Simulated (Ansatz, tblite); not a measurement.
**Sn14H20 off sphere (Sn₇Ge₇H₂₀): rung by rung**

How do method and basis change the picture of Sn14H20 off sphere (Sn₇Ge₇H₂₀) (singlet)?

The runs use Ansatz 0.2.0, Gaussian basis; as each input shows.

Plan: GFN1-xTB, GFN2-xTB, PBE-D4/def2-SVP, r2SCAN-D4/def2-SVP, B2PLYP/def2-SVP, B97M-V/def2-SVP, HF/def2-SVP, PBE+5HF/def2-SVP, PBE+10HF/def2-SVP, PBE+15HF/def2-SVP, PBE+35HF/def2-SVP, PBE+50HF/def2-SVP, PBE0-D4/def2-TZVP, PBE-D4/def2-TZVP, MP2/def2-SVP, RPA/def2-SVP.

3 further runs of the same task are left out: 1 that didn't finish, 2 set aside as unsound or not needed.

## Step 1: The geometry

The geometry is that of the singlet, from an earlier relaxation (r2SCAN-D4/def2-SVP).

34 atoms, charge 0, spin multiplicity 1.

Bond lengths: Sn1–Ge9 2.621 Å, Sn1–Ge10 2.620 Å, Sn1–H15 1.720 Å, Sn1–H16 1.721 Å, Sn2–Sn8 2.794 Å, Sn2–Sn11 2.794 Å, Sn2–Ge12 2.623 Å, Sn2–H17 1.725 Å, Sn3–Ge9 2.624 Å, Sn3–Sn11 2.797 Å, Sn3–Ge13 2.624 Å, Sn3–H18 1.726 Å, Sn4–Sn8 2.798 Å, Sn4–Ge9 2.623 Å, Sn4–Ge14 2.623 Å, Sn4–H19 1.726 Å, Ge5–Ge10 2.433 Å, Ge5–Ge14 2.436 Å and more. Angles: Ge9–Sn1–Ge10 108.1°, Ge9–Sn1–H15 110.7°, Ge9–Sn1–H16 110.0°, Ge10–Sn1–H15 109.8°, Ge10–Sn1–H16 110.2°, H15–Sn1–H16 108.1°, Sn8–Sn2–Sn11 107.5°, Sn8–Sn2–Ge12 107.3°, Sn8–Sn2–H17 111.8°, Sn11–Sn2–Ge12 109.2°, Sn11–Sn2–H17 111.8°, Ge12–Sn2–H17 109.1°, Ge9–Sn3–Sn11 112.6°, Ge9–Sn3–Ge13 107.2°, Ge9–Sn3–H18 109.0°, Sn11–Sn3–Ge13 107.2°, Sn11–Sn3–H18 111.9°, Ge13–Sn3–H18 108.7° and more.

Sn takes a core potential in the def2 sets. No spin-orbit coupling is included.

PBE0-D4/def2-SVP was run before; its log isn't repeated, and its numbers join the tables.

## Step 2: GFN1-xTB

Tight binding, by tblite at 300 K electronic temperature and without a spin-polarisation term:

```python
tblite.interface.Calculator('GFN1-xTB', numbers, positions, charge=0, uhf=0).singlepoint()
```

Energy -1095.8449 eV, HOMO -11.02 eV, LUMO -8.09 eV; 0.19 s.

## Step 3: GFN2-xTB

Tight binding, by tblite at 300 K electronic temperature and without a spin-polarisation term:

```python
tblite.interface.Calculator('GFN2-xTB', numbers, positions, charge=0, uhf=0).singlepoint()
```

Energy -1051.3101 eV, HOMO -10.59 eV, LUMO -8.49 eV; 0.2 s.

## Step 4: PBE-D4/def2-SVP

start.molden holds the orbitals of an earlier run on this state, given as this run's starting guess.

in.yaml

```yaml
crystal:
  periodic: [false, false, false]
  atoms:
    - {symbol: Sn, position_ang: [0.765449, -3.775086, 0.859221]}
    - {symbol: Sn, position_ang: [-2.259803, 2.438958, -2.280837]}
    - {symbol: Sn, position_ang: [0.732553, -0.855268, -2.277379]}
    - {symbol: Sn, position_ang: [-2.272045, -0.794147, 0.793015]}
    - {symbol: Ge, position_ang: [0.784451, -0.658781, 3.608278]}
    - {symbol: Ge, position_ang: [0.734607, 2.093256, 0.688840]}
    - {symbol: Sn, position_ang: [3.756245, -0.694047, 0.777269]}
    - {symbol: Sn, position_ang: [-3.951171, 0.803587, -0.773640]}
    - {symbol: Ge, position_ang: [-0.763194, -2.330424, -0.705376]}
    - {symbol: Ge, position_ang: [2.211117, -2.144427, 2.313053]}
    - {symbol: Sn, position_ang: [-0.773916, 0.782809, -3.970919]}
    - {symbol: Ge, position_ang: [-0.638389, 3.637649, -0.603824]}
    - {symbol: Ge, position_ang: [2.157777, 0.721431, -0.737939]}
    - {symbol: Ge, position_ang: [-0.624212, 0.712472, 2.168913]}
    - {symbol: H, position_ang: [1.792750, -4.796752, -0.068310]}
    - {symbol: H, position_ang: [-0.204201, -4.771661, 1.872966]}
    - {symbol: H, position_ang: [-3.141269, 3.629805, -3.163824]}
    - {symbol: H, position_ang: [1.802778, -1.881478, -3.161032]}
    - {symbol: H, position_ang: [-3.167648, -1.785191, 1.885632]}
    - {symbol: H, position_ang: [-0.114551, -1.484500, 4.551709]}
    - {symbol: H, position_ang: [1.666365, 0.255146, 4.485074]}
    - {symbol: H, position_ang: [1.667972, 2.945902, 1.584574]}
    - {symbol: H, position_ang: [4.763641, -1.700807, -0.186124]}
    - {symbol: H, position_ang: [4.765040, 0.325061, 1.727275]}
    - {symbol: H, position_ang: [-4.930813, -0.182323, -1.788579]}
    - {symbol: H, position_ang: [-5.004882, 1.735923, 0.217211]}
    - {symbol: H, position_ang: [-1.655393, -3.256803, -1.566824]}
    - {symbol: H, position_ang: [3.071745, -2.971399, 3.297896]}
    - {symbol: H, position_ang: [-1.804179, -0.132162, -5.001659]}
    - {symbol: H, position_ang: [0.280358, 1.700530, -4.975674]}
    - {symbol: H, position_ang: [0.293098, 4.598167, -1.372489]}
    - {symbol: H, position_ang: [-1.472156, 4.493067, 0.374342]}
    - {symbol: H, position_ang: [2.981740, 1.675321, -1.636712]}
    - {symbol: H, position_ang: [-1.449866, 1.666149, 3.065875]}
basis:
  gaussian: {orbitals: def2-SVP, fitting: {mean_field: def2-universal-jkfit}, initial_orbitals: start.molden}
hamiltonian: {xc: pbe, dispersion: d4}
scf: {omitted_lower_state_checks: [starts]}
output: {forces: true, orbitals: {seedname: orbitals}}
```

Started as:

```bash
$ ansatz run in.yaml --threads 2 --pin off --events-out ev --progress --plain --max-ram 22528MiB --backend cuda --devices 0, --max-vram 18GiB
```

After this run come: r2SCAN-D4/def2-SVP; B2PLYP/def2-SVP; B97M-V/def2-SVP; HF/def2-SVP; PBE+5HF/def2-SVP; PBE+10HF/def2-SVP; PBE+15HF/def2-SVP; PBE+35HF/def2-SVP; PBE+50HF/def2-SVP; PBE0-D4/def2-TZVP; PBE-D4/def2-TZVP; MP2/def2-SVP; RPA/def2-SVP.

Before running them: what should the planned runs give, taken together? Wanted: gap in def2-SVP, named functionals and Hartree-Fock, smallest and largest; gap over the share of exact exchange; correlation energy, MP2/def2-SVP; binding an atom, functionals in def2-SVP; PBE0 total energy, smallest basis above largest.

**Answer**, as computed:

| quantity | value |
| --- | --- |
| gap in def2-SVP, named functionals and Hartree-Fock, smallest and largest | 3.77 eV (PBE-D4), 10.25 eV (HF) |
| gap over the share of exact exchange | 3.77 eV at 0, 7.06 eV at 0.5 |
| correlation energy, MP2/def2-SVP | -65.53 eV |
| binding an atom, functionals in def2-SVP | 2.65 (PBE-D4) to 2.71 eV (B97M-V) |
| PBE0 total energy, smallest basis above largest | 51.12 eV (def2-SVP, def2-TZVP) |

In words: Orbital gaps of the named functionals and Hartree-Fock in def2-SVP span 3.77 eV (PBE-D4) to 10.25 eV (HF); exact exchange widens it. Raising the share of exact exchange from 0 to 0.5 moves the HOMO by -1.81 eV and the LUMO by +1.48 eV.
